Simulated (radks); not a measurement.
# Ag inside a hard spherical wall

Aim: energy, levels and pressure of Ag as a wall, at which all orbitals vanish, closes in. The configuration stays [Kr] 4d10 5s1.

Program: radks (a radial shooting solver on a logarithmic mesh, Libxc functionals) version 1. Level of theory: scalar-relativistic Kohn-Sham, LDA (Slater exchange, VWN5 correlation), spin-unpolarised, spherical densities, point nucleus. These are calculated values, not measurements, unless marked.

## 1. Starting point

| Quantity | Value |
| --- | --- |
| element | silver (Z = 47) |
| charge | 0 |
| electrons | 47 |
| configuration | [Kr] 4d10 5s1 |

The outer shells:

Ag
```
[Kr] core
4d [↑↓][↑↓][↑↓][↑↓][↑↓]
5s [↑ ]
```

## 2. The free atom

The run's settings:

```text
Z 47
configuration [Kr] 4d10 5s1 5p0 6s0 4f0
relativity scalar-relativistic
functional lda,vwn5
spin unpolarised
nucleus point
c 137.035999084
```

## 3. Wall at 20 bohr

Changes since step 2:

```diff
@@ -6,2 +6,3 @@
 nucleus point
+wall 20 bohr
 c 137.035999084
```

## 4. Wall at 15 bohr

Changes since step 3:

```diff
@@ -6,3 +6,3 @@
 nucleus point
-wall 20 bohr
+wall 15 bohr
 c 137.035999084
```

## 5. Wall at 12 bohr

Changes since step 4:

```diff
@@ -6,3 +6,3 @@
 nucleus point
-wall 15 bohr
+wall 12 bohr
 c 137.035999084
```

## 6. Wall at 10 bohr

Changes since step 5:

```diff
@@ -6,3 +6,3 @@
 nucleus point
-wall 12 bohr
+wall 10 bohr
 c 137.035999084
```

## 7. Wall at 8 bohr

Changes since step 6:

```diff
@@ -6,3 +6,3 @@
 nucleus point
-wall 10 bohr
+wall 8 bohr
 c 137.035999084
```

## 8. Wall at 7 bohr

Changes since step 7:

```diff
@@ -6,3 +6,3 @@
 nucleus point
-wall 8 bohr
+wall 7 bohr
 c 137.035999084
```

## 9. Wall at 5 bohr

Changes since step 8:

```diff
@@ -6,3 +6,3 @@
 nucleus point
-wall 7 bohr
+wall 5 bohr
 c 137.035999084
```

## 10. Wall at 2 bohr

Changes since step 9:

```diff
@@ -6,3 +6,3 @@
 nucleus point
-wall 5 bohr
+wall 2 bohr
 c 137.035999084
```

## 11. Wall at 1.5 bohr

Changes since step 10:

```diff
@@ -6,3 +6,3 @@
 nucleus point
-wall 2 bohr
+wall 1.5 bohr
 c 137.035999084
```

**Question.** What will these runs give? Wanted: for each run, R; E − E(free); ε(5s); ε(5p, empty); ε(6s, empty); ε(4f, empty); pressure.

**Answer**, as computed:

```
R (bohr)  E − E(free) (eV)  ε(5s) (eV)  ε(5p, empty) (eV)  ε(6s, empty) (eV)  ε(4f, empty) (eV)  pressure (GPa)
    free             0.000      -4.712             -0.841                  -                  -               0
      20             0.000      -4.712             -0.840              0.174              1.531        < 0.0001
      15             0.000      -4.712             -0.831              0.467              2.533        < 0.0001
      12             0.001      -4.710             -0.787              1.035              3.739        0.000389
      10             0.006      -4.693             -0.670              1.997              5.186         0.00560
       8             0.056      -4.577             -0.260              4.424              7.851          0.0854
       7             0.175      -4.365              0.269              7.025             10.117           0.354
       5             1.937      -2.342              3.856             21.355             19.156            8.55
       2            283.79      110.06             136.35             345.31             104.91           14767
     1.5            1083.6      315.67             352.68             781.25             195.23          122858
```

At the tightest wall, 1.5 bohr, the energy stands 1083.6 eV above the free atom and the pressure, −dE/dV, is 122858 GPa. Of the levels in the table that exist at both ends, 5p (empty) rises most from the free atom (353.52 eV). From R = 2 bohr inwards the highest occupied level lies above zero, pushed up by confinement. Shells are not refilled when levels cross, and a hard wall is a model, not a crystal.
